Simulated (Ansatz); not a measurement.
**BH6NOSi: basis-set convergence**

One table from this session's results is given with a row withheld; the runs are named, their logs left out.

Computed with Ansatz 0.2.0, Gaussian basis. Level: one geometry, several basis sets.

Levels to be run: PBE0-D4/def2-SVP; ωB97M-V/def2-SVP; PBE0-D4/def2-QZVPP; ωB97M-V/def2-QZVPP; CCSD(T)/cc-pV(D+d)Z; CCSD(T)/cc-pV(T+d)Z; CCSD(T)/cc-pV(Q+d)Z; the functionals' def2-TZVPP values are taken from earlier runs.

**The geometry**

All runs share one geometry, relaxed beforehand with PBE0-D4 in a triple-zeta def2 set.

SMILES `NBO[SiH3]`, 10 atoms, charge 0, spin multiplicity 1.

Atoms are counted from 1 here; the program's logs count them from 0.

Bond lengths: N1–B2 1.395 Å, N1–H5 1.003 Å, N1–H6 1.006 Å, B2–O3 1.370 Å, B2–H7 1.202 Å, O3–Si4 1.641 Å, Si4–H8 1.485 Å, Si4–H9 1.485 Å, Si4–H10 1.487 Å. Angles: B2–N1–H5 122.6°, B2–N1–H6 122.7°, H5–N1–H6 114.7°, N1–B2–O3 119.4°, N1–B2–H7 119.7°, O3–B2–H7 120.9°, B2–O3–Si4 132.6°, O3–Si4–H8 108.9°, O3–Si4–H9 108.9°, O3–Si4–H10 110.8°, H8–Si4–H9 109.1°, H8–Si4–H10 109.6°, H9–Si4–H10 109.6°.

The first run:

Input file in.yaml:

```yaml
crystal:
  periodic: [false, false, false]
  atoms:
    - {symbol: N, position_ang: [-1.386144, 1.603828, -0.346526]}
    - {symbol: B, position_ang: [-0.205027, 0.862614, -0.300643]}
    - {symbol: O, position_ang: [-0.228749, -0.407736, 0.212655]}
    - {symbol: Si, position_ang: [0.936265, -1.545140, 0.418542]}
    - {symbol: H, position_ang: [-1.425027, 2.537325, -0.711958]}
    - {symbol: H, position_ang: [-2.265752, 1.244429, -0.015855]}
    - {symbol: H, position_ang: [0.817399, 1.344154, -0.710596]}
    - {symbol: H, position_ang: [1.027099, -1.884184, 1.860988]}
    - {symbol: H, position_ang: [0.560378, -2.761924, -0.344408]}
    - {symbol: H, position_ang: [2.252558, -1.044566, -0.059301]}
basis:
  gaussian: {orbitals: def2-SVP}
hamiltonian: {xc: pbe0, dispersion: d4}
output: {orbitals: {seedname: orbitals}}
```

The run is started by

```bash
> ansatz run in.yaml --threads 2 --pin off --events-out ev --progress --plain --max-ram 22528MiB --backend cpu
```

Steps of the session up to this table: PBE0-D4 in def2-SVP; ωB97M-V in def2-SVP; PBE0-D4 in def2-QZVPP; ωB97M-V in def2-QZVPP.

One table of the session follows, with a row left open; its other results are not shown here.

| functional | basis | HOMO (eV) | LUMO (eV) |
| --- | --- | --- | --- |
| PBE0-D4 | def2-SVP | -7.77 | 1.11 |
| PBE0-D4 | def2-TZVPP | ? | ? |
| PBE0-D4 | def2-QZVPP | -7.98 | 0.26 |
| ωB97M-V | def2-SVP | -10.12 | 3.04 |
| ωB97M-V | def2-TZVPP | -10.32 | 2.07 |
| ωB97M-V | def2-QZVPP | -10.34 | 1.57 |

**Question.** Estimate the row for PBE0-D4, def2-TZVPP.

**Answer.** HOMO (eV): -7.95; LUMO (eV): 0.47. In the column «HOMO (eV)» it lies between PBE0-D4, def2-QZVPP (-7.98) and PBE0-D4, def2-SVP (-7.77).
